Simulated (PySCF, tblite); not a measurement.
**F₃H₄OSSi₃ radical, a small gas-phase stand-in for a defect centre (Si site with back bonds [H], S[SiH3], O[Si](F)(F)F): EPR parameters**

Wanted: the EPR parameters for `F[Si](F)(F)O[SiH]S[SiH3]`. It is drawn as: dangling bond.

Programs: tblite 0.8.0 and PySCF 2.14.0. All values are calculated, for the isolated system unless a continuum is named. Atoms count from 0, parts from 1.

## 1. Starting point

12 atoms, charge 0, multiplicity 2; geometry: distance geometry start.

## 2. Geometry optimisation with GFN2-xTB

The job: settings as JSON, then the geometry in Å.

```
{"job": {"kind": "relax", "xc": "GFN2-xTB", "basis": "xTB"}, "charge": 0, "multiplicity": 2}
Si    -0.047804    -1.405161     2.295379
S      1.548688    -0.099516     1.652022
Si     1.536574     1.106787    -0.142330
O     -1.291641    -1.758767     1.091351
Si    -0.968281    -2.297638    -0.563462
F      0.557956    -3.029276    -0.639611
F     -2.134308    -3.429207    -1.017143
F     -1.039871    -1.013819    -1.631501
H     -0.507716    -1.192571     3.620271
H      2.087885     0.369787    -1.213670
H      0.171235     1.478562    -0.464341
H      2.304880     2.267194     0.074505
```

Level: GFN2-xTB geometry optimisation, gas phase.

The run is started by

```
$ OMP_NUM_THREADS=1 python cluster_run.py task.json out
```

The driver reads the jobs from task.json and runs them one after another.

**Question.** The jobs that follow are: PBE0-D3(BJ)/def2-SVP geometry optimisation, gas phase; UKS B3LYP, IGLO-III on F O S Si, pcH-1 on H, non-relativistic, mean-field spin-orbit, GIAO; UKS BHandHLYP, IGLO-III on F O S Si, pcH-1 on H, non-relativistic, mean-field spin-orbit, GIAO. Predict: point group; rotational constants (main isotopes); g(iso) (B3LYP); ⟨S²⟩; largest a(iso).

The runs gave:

| quantity | value |
| --- | --- |
| point group | C1 |
| rotational constants (main isotopes) | 1.65, 0.59, 0.51 GHz |
| g(iso) (B3LYP) | 2.00233 |
| ⟨S²⟩ | 0.752 (exact 0.75) |
| largest a(iso) | 29Si on Si0, -794.0 MHz |

What this shows: The start of the PBE0/def2-SVP relaxation was shaken at random by about 0.01 Å, so part of the energy gained, and of the first lengths quoted, undoes that. Over 19 steps the energy fell by 0.211 eV; of the close pairs, Si2–H10 changed most, 1.437 to 1.489 Å (PBE0/def2-SVP). No frequency check was run at this level, so the end point may be a saddle. Most of the unpaired spin sits on Si0 (0.78 e). The isotropic g lies 0.0 ppt above the free-electron value. The coupling of 29Si on Si0 runs from -830.5 (BHandHLYP/IGLO-III+pcH-1) to -794.0 MHz (B3LYP/IGLO-III+pcH-1). A capped cluster stands for the solid here, so long-range fields and strain are missing, and bands or shifts of the capping hydrogens have no counterpart in it.
